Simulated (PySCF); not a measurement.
# HgC: from the state search to spectroscopic constants

What are the lowest state that PBE0 finds, the bond length, vibrational wavenumber and bond energy of HgC, and how much do these hang on the method?

Program: PySCF 2.14.0. Level of theory: Hg x2c-TZVPPall, C x2c-TZVPPall, spin-free X2C with a Gaussian nucleus. These are calculated values, not measurements.

## Step 1: Set-up

Settings of the job:

```
atoms                         : Hg, C
charge                        : 0
basis                         : Hg x2c-TZVPPall, C x2c-TZVPPall
Hamiltonian                   : spin-free X2C with a Gaussian nucleus
basis functions               : 128
electrons treated             : 86
masses in u                   : 201.9706, 12.0000
levels                        : PBE0, PBE, r²SCAN, M06-L, TPSSh, MN15, LDA, LC-ωPBE, HF, MP2, SCS-MP2
grid                          : 80 radial by 434 angular points
occupations                   : held fixed by the projection of orbital angular momentum
dissociation limit            : Hg + C, each in its ground configuration
starting distance in angstrom : 2.085
values of 2S to try           : 0, 2
```

The run is started by

```bash
> OMP_NUM_THREADS=2 python dia.py task.json out
```

After this run come: The PBE0 curve of the state that the search chose; Higher solutions at PBE0; PBE; r²SCAN (meta-GGA); M06-L (meta-GGA); TPSSh (hybrid meta-GGA); MN15 (hybrid meta-GGA); LDA; LC-ωPBE; ROHF.

Q: Predict the outcome of this session. Wanted: for each run, Re; ωe; De; μ.

**Answer**, as computed:

Lowest PBE0 solution found, without spin–orbit coupling: triplet, unpaired electrons π ↑↑. State 2 has its PBE0 minimum 0.39 eV higher, as a spin-mixed determinant (⟨S²⟩ = 1.01), so this is no gap between pure states. State 4 has its PBE0 minimum 1.18 eV higher, as a spin-mixed determinant (⟨S²⟩ = 1.02), so this is no gap between pure states. The other levels ran on the lowest alone.

| level | Re (Å) | ωe (cm⁻¹) | De (eV) | μ (D) |
| --- | --- | --- | --- | --- |
| ROHF-MP2 | 2.092 | 384 | 0.59 | n/a |
| ROHF-SCS-MP2 | 2.155 | 318 | 0.378 | n/a |
| LDA | 2.023 | 505 | 1.60 | -2.38 |
| PBE | 2.089 | 441 | 1.13 | -2.50 |
| r²SCAN | 2.089 | 441 | 1.06 | -2.46 |
| M06-L | 2.117 | 408 | 0.94 | -2.57 |
| TPSSh | 2.128 | 405 | 0.91 | -2.57 |
| PBE0 | 2.130 | 397 | 0.83 | -2.59 |
| MN15 | 2.162 | 329 | 0.67 | -2.20 |
| LC-ωPBE | 2.113 | 419 | 0.69 | -2.73 |

De is counted to Hg + C in their ground configurations. A positive dipole means Hg(−)C(+). No constants: ROHF (no minimum is bracketed among the points kept). ⟨S²⟩ is off the pure value of 2.00 by over a tenth at LC-ωPBE 2.21.

**Reading.** The methods spread over 0.139 Å in bond length, from LDA to MN15. Among the levels with a De in the table, it runs from 0.378 eV (ROHF-SCS-MP2) to 1.60 eV (LDA).

Correlated steps freeze 24 core orbitals. These are scalar-relativistic numbers at best; spin–orbit coupling would shift them, the dissociation energy most. With spin–orbit coupling the term label itself may not hold.
